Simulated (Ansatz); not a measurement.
# C6H10Si: up Jacob's ladder to CCSD(T)

The task here is to estimate one member of a computed series from the others.

Method: functionals in def2-TZVPP, the program's frozen cores in correlated methods; program: Ansatz 0.2.0, Gaussian basis.

Plan: LDA (SPW92), PBE-D4, revPBE-D4, BLYP-D4, r2SCAN-D4, B97M-V, PBE0-D4, B3LYP-D4, r2SCANh-D4, r2SCAN0-D4, HSE06-D4, BHLYP-D4, CAM-B3LYP-D4, LC-ωPBE, ωB97X-V, ωB97M-V, B2PLYP, PBE-QIDH; CCSD(T)/def2-SVP; MP2/def2-TZVPP; RPA on PBE.

1 further run of the same task is left out (it didn't finish). Runs told in other sessions of the task aren't counted.

**Structure used throughout**

An earlier PBE0-D4 in a triple-zeta def2 set relaxation fixed the geometry.

SMILES `C=C[SiH](C=C)C=C`, 17 atoms, charge 0, spin multiplicity 1.

Atoms are counted from 1 here; the program's logs count them from 0.

Bond lengths: C1–C2 1.330 Å, C1–H8 1.087 Å, C1–H9 1.087 Å, C2–Si3 1.865 Å, C2–H10 1.090 Å, Si3–C4 1.863 Å, Si3–C6 1.862 Å, Si3–H11 1.492 Å, C4–C5 1.330 Å, C4–H12 1.090 Å, C5–H13 1.087 Å, C5–H14 1.087 Å, C6–C7 1.330 Å, C6–H15 1.090 Å, C7–H16 1.087 Å, C7–H17 1.087 Å. Angles: C2–C1–H8 122.3°, C2–C1–H9 121.7°, H8–C1–H9 116.0°, C1–C2–Si3 123.7°, C1–C2–H10 118.0°, Si3–C2–H10 118.3°, C2–Si3–C4 109.4°, C2–Si3–C6 110.6°, C2–Si3–H11 108.9°, C4–Si3–C6 110.7°, C4–Si3–H11 110.1°, C6–Si3–H11 107.1°, Si3–C4–C5 123.6°, Si3–C4–H12 118.5°, C5–C4–H12 117.9°, C4–C5–H13 122.3°, C4–C5–H14 121.6°, H13–C5–H14 116.1° and more.

Set-up of the first run:

in.yaml

```yaml
crystal:
  periodic: [false, false, false]
  atoms:
    - {symbol: C, position_ang: [1.133275, -1.993245, 1.498941]}
    - {symbol: C, position_ang: [1.126530, -0.662808, 1.498386]}
    - {symbol: Si, position_ang: [0.564894, 0.369111, 0.050299]}
    - {symbol: C, position_ang: [0.398122, -0.715872, -1.455308]}
    - {symbol: C, position_ang: [-0.703139, -0.780071, -2.198689]}
    - {symbol: C, position_ang: [-1.049358, 1.214661, 0.435045]}
    - {symbol: C, position_ang: [-1.213506, 2.533471, 0.373381]}
    - {symbol: H, position_ang: [1.450598, -2.571847, 2.362499]}
    - {symbol: H, position_ang: [0.816683, -2.565880, 0.631218]}
    - {symbol: H, position_ang: [1.451734, -0.150010, 2.403171]}
    - {symbol: H, position_ang: [1.573945, 1.440174, -0.198839]}
    - {symbol: H, position_ang: [1.250554, -1.326072, -1.753359]}
    - {symbol: H, position_ang: [-0.773000, -1.413914, -3.078778]}
    - {symbol: H, position_ang: [-1.586038, -0.192613, -1.961678]}
    - {symbol: H, position_ang: [-1.899698, 0.605878, 0.741393]}
    - {symbol: H, position_ang: [-0.401858, 3.194349, 0.080919]}
    - {symbol: H, position_ang: [-2.158738, 3.014288, 0.611699]}
basis:
  gaussian: {orbitals: def2-TZVPP}
hamiltonian: {xc: lda}
output: {orbitals: {seedname: orbitals}}
```

Started as:

```bash
ansatz run in.yaml --threads 4 --pin off --events-out ev --progress --plain --max-ram 11315MiB
```

Steps of the session up to this table: LDA; PBE-D4 (GGA); revPBE-D4 (GGA); BLYP-D4 (GGA); r2SCAN-D4 (meta-GGA); B97M-V (meta-GGA); PBE0-D4 (hybrid); B3LYP-D4 (hybrid); r2SCANh-D4 (hybrid); r2SCAN0-D4 (hybrid); HSE06-D4 (hybrid); BHLYP-D4 (hybrid); CAM-B3LYP-D4 (range-separated); LC-ωPBE (range-separated); ωB97X-V (range-separated); ωB97M-V (range-separated); B2PLYP (double hybrid); PBE-QIDH (double hybrid).

One table of the session follows, with a row left open; its other results are not shown here.

It belongs to the step «Frontier levels by functional». 

```
  functional  HOMO (eV)  gap (eV)
 LDA (SPW92)      -6.79      4.90
      PBE-D4      -6.62      4.97
   revPBE-D4      -6.55      5.00
     BLYP-D4      -6.45      4.96
   r2SCAN-D4      -6.83      5.38
      B97M-V      -6.83      5.42
     PBE0-D4      -7.72      7.07
    B3LYP-D4      -7.49      6.63
  r2SCANh-D4      -7.24      6.15
  r2SCAN0-D4      -7.87      7.31
    HSE06-D4      -7.32      6.28
    BHLYP-D4      -8.65      9.10
CAM-B3LYP-D4      -9.04      9.53
     LC-ωPBE          ?         ?
     ωB97X-V     -10.05     11.60
     ωB97M-V      -9.95     11.36
```

**Question.** Estimate the row for LC-ωPBE.

**Answer.** HOMO (eV): -10.44; gap (eV): 12.08. In the column «HOMO (eV)» it is the lowest.
